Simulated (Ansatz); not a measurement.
# Sr3Bi: the cost of one run

Method: DFT PBE, scalar-relativistic, plane waves, PAW, in Ansatz 0.2.0.

1 further run of the same task is left out (for a known fault of the program).

## (1) The starting structure

Symmetry: Fm-3m, No. 225, cubic system. Conventional cell: a = 8.790 Å, b = 8.790 Å, c = 8.790 Å, α = 90.00°, β = 90.00°, γ = 90.00°. Around Sr (site symmetry -43m) lie 4 Sr at 3.81 Å and 4 Bi at 3.81 Å. Around Sr (site symmetry m-3m) lie 8 Sr at 3.81 Å. Around Bi (site symmetry m-3m) lie 8 Sr at 3.81 Å.

As a file:

```xyz
4
Lattice="0.0000 4.3949 4.3949 4.3949 0.0000 4.3949 4.3949 4.3949 0.0000" Properties=species:S:1:pos:R:3 pbc="T T T"
Sr    2.1975    2.1975    2.1975
Sr    6.5924    6.5924    6.5924
Sr    4.3949    4.3949    4.3949
Bi    0.0000    0.0000    0.0000
```

It is the end of an earlier relaxation with the same method, from a database cell with other species swapped in; it is a trial structure. At a tolerance of 0.05 Å it has space group Fm-3m (No. 225); it has 42.45 Å³/atom, an uncorrected energy of -0.26 eV/atom over the elements.

## (2) Electronic structure at the relaxed geometry

Contents of input.yaml:

```yaml
crystal:
  lattice:
    - [0.0, 4.394943486, 4.394943486]
    - [4.394943486, 0.0, 4.394943486]
    - [4.394943486, 4.394943486, 0.0]
  atoms:
    - { symbol: Sr, position: [0.25, 0.25, 0.25] }
    - { symbol: Sr, position: [0.75, 0.75, 0.75] }
    - { symbol: Sr, position: [0.5, 0.5, 0.5] }
    - { symbol: Bi, position: [0.0, 0.0, 0.0] }
basis:
  ecutwfc: 420
kpoints:
  mp_grid: { grid: [10, 10, 10] }
  band_path:
    path:
      - [[0.0, 0.0, 0.0], [0.5, 0.0, 0.5], [0.625, 0.25, 0.625]]
      - [[0.375, 0.375, 0.75], [0.0, 0.0, 0.0], [0.5, 0.5, 0.5], [0.5, 0.25, 0.75], [0.5, 0.0, 0.5]]
    npoints: 14
hamiltonian:
  xc: pbe
scf:
  occupations: { method: gaussian, width: 0.1 }
  n_extra_bands: 10
output:
  forces: true
  stress: true
  eigenvalues: true
  populations: true
  dos: { projected: true, de: 0.02, nscf_kmesh: { grid: [12, 12, 12] } }
  bader: true
  write_density: true
  write_potential: true
  elf: true
  volumetric_format: npy
```

Launch:

```bash
$ ansatz run input.yaml --threads 1 --pin off --max-ram 2560MiB --backend cpu --events-out ev --progress --plain --runs-dir out
```

What time and memory should one allow on 1 thread of Arm Neoverse V1, shared host?

About 65 s, with a peak of 0.58 GiB.
